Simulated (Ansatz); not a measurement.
Crystal: Ir4W.

```
CELL_PARAMETERS angstrom
1.37784 0.79550 11.31056
-1.37784 0.79550 11.31056
0.00000 -1.59099 11.31056
ATOMIC_POSITIONS crystal
Ir 0.39967 0.39967 0.39967
Ir 0.80081 0.80081 0.80081
Ir 0.19919 0.19919 0.19919
Ir 0.60033 0.60033 0.60033
W 0.00000 0.00000 0.00000
```

The cell comes from a database or a generator and needn't be the stable form of this composition.

Base run:

| Quantity | Value |
| --- | --- |
| Program | Ansatz 0.2.0 |
| Functional | PBEsol |
| Potentials or basis | Ansatz PAW |
| Cutoff | 420 eV |
| Density cutoff | 1680 eV |
| k mesh | 11 × 11 × 11 |
| Occupations | fermi-dirac, width 0.05 eV |
| Spin | no spin polarisation |

Its results: band gap on the k mesh none (metal or under the smearing width); pressure -11.9 GPa; largest force 0.033 eV/Å.

Problem. After a change of settings the same cell gave: band gap on the k mesh none (metal or under the smearing width); pressure -1.4 GPa; largest force 0.022 eV/Å. Which change was it?
A. functional from PBEsol to PBE
B. functional from PBEsol to LDA
C. potentials or basis from Ansatz PAW to PseudoDojo stringent (PBEsol files); cutoff from 420 eV to 1007 eV; density cutoff from 1680 eV to 4027 eV
D. functional from PBEsol to revPBE

Solution. A.

PBE binds less tightly than PBEsol, so the same cell stands under more pressure.

Caveats: the PAW data sets come from PBE, with cores solved anew for the run's functional, which leaves a small shift of forces and pressure (some runs).

Not every run made on this cell is shown here.
